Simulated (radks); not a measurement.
# Nb³⁵⁺ in [He] 2s2 2p2: an all-electron calculation

Wanted: eigenvalues, radial structure and energy terms of the niobium ion Nb35+.

Method: Dirac Kohn-Sham, PBE, spin-unpolarised, spherical densities, finite nucleus; open shells fill j = l - 1/2 first. Code: radks (a radial shooting solver on a logarithmic mesh, Libxc functionals) version 1.

## 1. Starting point

| Quantity | Value |
| --- | --- |
| element | niobium (Z = 41) |
| charge | +35 |
| electrons | 6 |
| configuration | [He] 2s2 2p2 |
| nuclear rms radius | 4.324 fm |

## 2. Self-consistent calculation

Input:

```text
Z 41
configuration [He] 2s2 2p2
relativity Dirac
functional pbe,pbe
spin unpolarised
j_filling energy
nucleus finite rms 4.324 fm
c 137.035999084
```

Q: Predict the outcome of this run.

The runs gave:

```
                        quantity                    value
                    total energy      -2448.70334 hartree
exchange-correlation share of it                   1.83 %
                            −T/E                   1.0503
          highest occupied level        2p1/2, -4740.1 eV
    most extended occupied level  2s1/2, <r> = 0.149 bohr
 radius at density 0.001 e/bohr³               0.517 bohr
    maxima of the radial density                        2
         ionisation energy, NIST      4815 (semi-emp.) eV
```

2 principal shells are occupied and 2 maxima appear in the radial density. −T/E is 1.050: with relativity the kinetic term as defined here no longer equals −E. The top level binds by 4740.1 eV, 98 % of the NIST ionisation energy of 4815 eV. Spin polarisation and multiplet splitting are left out.
